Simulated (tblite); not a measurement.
# C6H10GeO2Si: the cost of one run

The runs use tblite 0.8.0 and PySCF 2.14.0, with density-fitted response routines of our own; the level of theory stands in each step. All values are computed, except where a source is named. Atoms count from 0, in the outputs and in this text.

## Step 1: The molecule as given

20 atoms, charge 0, multiplicity 1; geometry from: force field or distance geometry start.

Bonds of the start (Å): Ge0–O1 1.78, O1–Si2 1.66, Si2–O3 1.74, O3–C4 1.42, C4–C5 1.38, C5–C6 1.39, C6–C7 1.38, C7–C8 1.37, C8–C9 1.38, C9–C4 1.40, Ge0–H10 1.55, Ge0–H11 1.56, Ge0–H12 1.55, Si2–H13 1.50, Si2–H14 1.48, C5–H15 1.07, C6–H16 1.10, C7–H17 1.09, C8–H18 1.07, C9–H19 1.09.

## Step 2: Geometry optimisation with GFN2-xTB

What the job is given:

```
{"job": {"kind": "relax", "xc": "GFN2-xTB", "basis": "xTB"}, "charge": 0, "multiplicity": 1}
Ge     3.764300    -1.044200    -0.108000
O      3.103100     0.045600    -1.355700
Si     1.510600     0.484900    -1.163300
O      0.369300    -0.825600    -1.038300
C     -0.795300    -0.536300    -0.287400
C     -1.382800    -1.461100     0.546500
C     -2.523600    -1.050300     1.219300
C     -3.038400     0.219000     1.054200
C     -2.467900     1.142100     0.213600
C     -1.329800     0.743200    -0.460100
H      5.220800    -0.570500     0.149700
H      3.813700    -2.495500    -0.680500
H      3.034900    -0.991400     1.253800
H      1.082500     1.195400    -2.408700
H      1.227600     1.442900    -0.065400
H     -0.985700    -2.447300     0.704300
H     -2.993300    -1.776900     1.897700
H     -3.941500     0.511100     1.583200
H     -2.870500     2.129400     0.080400
H     -0.803200     1.412200    -1.138200
```

Started as:

```bash
OMP_NUM_THREADS=1 python probes_run.py task.json out
```

The driver reads the jobs from task.json and runs them one after another.

**Question.** How long does this first job take on 1 thread of Arm Neoverse V2, shared host, and how much memory does it need?

About 1.6 s, with a peak of 0.18 GiB.
